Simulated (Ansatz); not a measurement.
# Si2NH7 + H2 + H2O: a complex and its separated parts

Aim: how far the complex at one end of a reaction step lies below its separated, relaxed parts, level by level.

The runs use Ansatz 0.2.0, Gaussian basis; PBE0-D4/def2-TZVP structures, single points in def2-TZVPP, no counterpoise correction.

Levels: SPW92, PBE-D4, BLYP-D4, r2SCAN-D4, B97M-V, PBE0-D4, B3LYP-D4, r2SCAN0-D4, BHLYP-D4, CAM-B3LYP-D4, wB97X-V, wB97M-V, B2PLYP, PBE-QIDH, RPA on PBE, Hartree-Fock, MP2, CCSD, CCSD(T).

Correlated methods freeze the cores. B3LYP uses VWN-RPA correlation. B2PLYP carries no dispersion term here.

113 further runs of the same task are left out: 113 set aside as unsound or not needed. Runs told in other sessions of the task aren't counted.

## 1. The system as given

The complex: 15 atoms, charge 0, spin multiplicity 1.

Atoms are counted from 1 here; the program's logs count them from 0.

Bond lengths: Si1–H3 1.495 Å, Si1–H4 1.487 Å, Si1–Si5 2.347 Å, Si1–N7 1.752 Å, H2–H8 0.747 Å, Si5–H10 1.491 Å, Si5–H11 1.482 Å, Si5–H12 1.487 Å, H6–O9 0.975 Å, N7–H13 1.012 Å, N7–H14 1.011 Å, O9–H15 0.959 Å. Angles: H3–Si1–H4 107.0°, H3–Si1–Si5 109.1°, H3–Si1–N7 113.0°, H4–Si1–Si5 111.9°, H4–Si1–N7 105.9°, Si5–Si1–N7 110.1°, Si1–Si5–H10 107.2°, Si1–Si5–H11 112.6°, Si1–Si5–H12 109.9°, H10–Si5–H11 108.5°, H10–Si5–H12 108.1°, H11–Si5–H12 110.4°, Si1–N7–H13 116.0°, Si1–N7–H14 116.1°, H13–N7–H14 108.8°, H6–O9–H15 106.2°.

Coordinates:

```xyz
15
charge 0, multiplicity 1
Si   -0.4819   -1.2595   -0.6277
H     0.1979    0.0657    3.2851
H    -1.1562   -2.1743   -1.5992
H    -0.4511   -1.9637    0.6821
Si   -1.6821    0.7537   -0.5115
H     1.5449    0.6428    0.0342
N     1.1903   -0.9390   -1.0388
H     0.2495    0.4190    2.6285
O     1.3896    1.5369    0.3898
H    -3.1018    0.4414   -0.8453
H    -1.6390    1.3641    0.8383
H    -1.1684    1.7081   -1.5292
H     1.3492   -0.4843   -1.9283
H     1.8264   -1.7202   -0.9547
H     1.9329    1.6095    1.1766
```

Its parts: Si2NH7 holds atoms 1, 3, 4, 5, 7, 10, 11, 12, 13, 14; H2 holds atoms 2, 8; H2O holds atoms 6, 9, 15. Each part counts its atoms afresh in its own runs.

## 2. Relaxing Si2NH7 alone

File relax-a/in.yaml:

```yaml
crystal:
  periodic: [false, false, false]
  atoms:
    - {symbol: Si, position_ang: [-0.481929, -1.259503, -0.627690]}
    - {symbol: H, position_ang: [-1.156219, -2.174318, -1.599220]}
    - {symbol: H, position_ang: [-0.451132, -1.963734, 0.682085]}
    - {symbol: Si, position_ang: [-1.682092, 0.753655, -0.511455]}
    - {symbol: N, position_ang: [1.190304, -0.938973, -1.038768]}
    - {symbol: H, position_ang: [-3.101770, 0.441393, -0.845322]}
    - {symbol: H, position_ang: [-1.638962, 1.364073, 0.838328]}
    - {symbol: H, position_ang: [-1.168360, 1.708068, -1.529206]}
    - {symbol: H, position_ang: [1.349191, -0.484284, -1.928298]}
    - {symbol: H, position_ang: [1.826396, -1.720173, -0.954716]}
basis:
  gaussian: {orbitals: def2-TZVP}
hamiltonian: {xc: pbe0, dispersion: d4}
relax: {f_tol: 0.005, max_steps: 200}
```

Command:

```console
ansatz run in.yaml --threads 8 --pin off --events-out ev --progress --plain --max-ram 19148MiB
```

The runs that follow: Relaxing H2 alone; Relaxing H2O alone; SPW92/def2-TZVPP; PBE-D4/def2-TZVPP; BLYP-D4/def2-TZVPP; r2SCAN-D4/def2-TZVPP; B97M-V/def2-TZVPP; PBE0-D4/def2-TZVPP; B3LYP-D4/def2-TZVPP; r2SCAN0-D4/def2-TZVPP; BHLYP-D4/def2-TZVPP; CAM-B3LYP-D4/def2-TZVPP; wB97X-V/def2-TZVPP; wB97M-V/def2-TZVPP; B2PLYP/def2-TZVPP; PBE-QIDH/def2-TZVPP; RPA on PBE/def2-TZVPP; CCSD(T)/def2-TZVPP; Vibrations of Si2NH7; Vibrations of H2; Vibrations of H2O.

Q: Predict the outcome of this session. Wanted: complex less parts, CCSD(T)/def2-TZVPP; with zero-point energy; largest T1 diagnostic.

As calculated:

```
                              quantity      value
complex less parts, CCSD(T)/def2-TZVPP  -0.286 eV
                with zero-point energy  -0.135 eV
                 largest T1 diagnostic      0.011
```

At CCSD(T) the complex lies 0.286 eV below its parts. The functionals run from PBE-QIDH, off by +0.017 eV, to SPW92, off by -0.272 eV, against CCSD(T). By rung, the mean size of the error is: LDA 0.272, GGA 0.072, meta-GGA 0.029, hybrid 0.034, range-separated hybrid 0.039, double hybrid 0.034 eV. The double hybrids carry no dispersion term here, unlike the levels marked D4 or V. PBE-D4 gives a relative energy 0.095 eV too low, outside chemical accuracy (1 kcal/mol, 0.043 eV). No counterpoise was applied, and triple zeta lacks some correlation, so the CCSD(T) reference has a basis error of its own, and close matches with it are partly luck.
